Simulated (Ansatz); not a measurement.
Write a Python script for the Ansatz DFT code, driven from Python that makes a formation energy from the elements of LaRu2 and its elements. Settings (first run): PBEsol, PAW, cutoff 460 eV, 5×5×5 k-points, Fermi-Dirac smearing of 0.05 eV.

The script reads `laru2_laru2.extxyz`:
```text
6
Lattice="0.0 3.855 3.855 3.855 0.0 3.855 3.855 3.855 0.0" Properties=species:S:1:pos:R:3 pbc="T T T"
La    0.00000000    0.00000000    0.00000000
La    1.92750000    1.92750000    1.92750000
Ru    4.81875000    4.81875000    4.81875000
Ru    4.81875000    2.89125000    2.89125000
Ru    2.89125000    2.89125000    4.81875000
Ru    2.89125000    4.81875000    2.89125000
```

`laru2_la.cif`
```cif
data_La
_cell_length_a 3.770000
_cell_length_b 3.770000
_cell_length_c 12.159000
_cell_angle_alpha 90.00000
_cell_angle_beta 90.00000
_cell_angle_gamma 120.00000
_symmetry_space_group_name_H-M 'P 1'
_symmetry_Int_Tables_number 1
loop_
_symmetry_equiv_pos_as_xyz
'x, y, z'
loop_
_atom_site_label
_atom_site_type_symbol
_atom_site_fract_x
_atom_site_fract_y
_atom_site_fract_z
La1 La    0.000000    0.000000    0.000000
La2 La    0.000000    0.000000    0.500000
La3 La    0.333333    0.666667    0.750000
La4 La    0.666667    0.333333    0.250000
```

Input file `laru2_ru.vasp`:
```text
Ru
1.0
   2.70580000    0.00000000    0.00000000
  -1.35290000    2.34329154    0.00000000
   0.00000000    0.00000000    4.28190000
Ru
2
Direct
   0.33333333    0.66666667    0.25000000
   0.66666667    0.33333333    0.75000000
```

The script, `laru2_formation.py`:
```python
"""Heat of formation of LaRu2 at zero temperature, after relaxing cells and atoms."""

from collections import Counter
from dataclasses import dataclass
import warnings

import ansatz as az
from ase.io import read
import numpy as np
from tabulate import tabulate


@dataclass
class RunConfig:
    functional: str = "pbesol"
    cutoff: int = 460
    kspacing: float = 0.3
    occupations: str = "fermi_dirac"
    sigma: float = 0.05


opts = RunConfig()


def solve(name, crystal):
    calc = (
        crystal.calculation()
        .functional(opts.functional)
        .basis(opts.cutoff)
        .kpoints(spacing=opts.kspacing)
        .occupations(opts.occupations, width=opts.sigma)
        .stress()
    )
    calc = calc.relax(force_tolerance=0.02, cell=True)
    return calc.run()


def counts(outcome):
    return Counter(site.symbol for site in outcome.lattice.sites)

def formation_energy(outcome, mu):
    n = counts(outcome)
    return (outcome.report["energy_sigma0_ev"] - sum(k * mu[element] for element, k in n.items())) / sum(n.values())


def volume_per_atom(outcome):
    return abs(np.linalg.det(outcome.lattice.cell_ang)) / len(outcome.lattice.sites)


def main() -> None:
    warnings.simplefilter("ignore")

    phases = {}
    laru2 = az.Crystal.from_extxyz("laru2_laru2.extxyz")
    phases["LaRu2"] = laru2
    atoms = read("laru2_la.cif")
    la = az.Crystal.from_ase(atoms)
    phases["La"] = la
    atoms = read("laru2_ru.vasp", format="vasp")
    ru = az.Crystal.from_ase(atoms)
    phases["Ru"] = ru

    done = {name: solve(name, crystal) for name, crystal in phases.items()}

    # chemical potentials of the elements at zero temperature
    references = {"La": "La", "Ru": "Ru"}
    mu = {element: done[name].report["energy_sigma0_ev"] / len(done[name].lattice.sites) for element, name in references.items()}

    target = done["LaRu2"]
    heat = formation_energy(target, mu)
    rows = [(name, len(o.lattice.sites), volume_per_atom(o), formation_energy(o, mu)) for name, o in done.items()]
    print(tabulate(rows, headers=["phase", "atoms", "V (A^3/atom)", "E_form (eV/atom)"], floatfmt=".4f", tablefmt="plain"))


if __name__ == "__main__":
    main()
```

Running `python laru2_formation.py` prints:
```text
phase      atoms    V (A^3/atom)    E_form (eV/atom)
LaRu2          6         18.2798             -0.0516
La             4         34.0191              0.0000
Ru             2         13.3115              0.0000
```

For the metals among these phases the mesh is modest: differences between phases can be off by up to 40 meV an atom. The cells come from databases of deposited and of computed structures, and not all need be stable phases. The compound is the structure given, not necessarily its lowest; energies are at zero temperature, with no correction for gases. A semilocal functional's error on such energies is often 0.05 to 0.1 eV an atom, and 0.1 to 0.3 eV against gases such as O2 or F2. Run time: 44 s on 1 thread of Arm Neoverse V2 (shared host), peak memory 0.56 GiB.
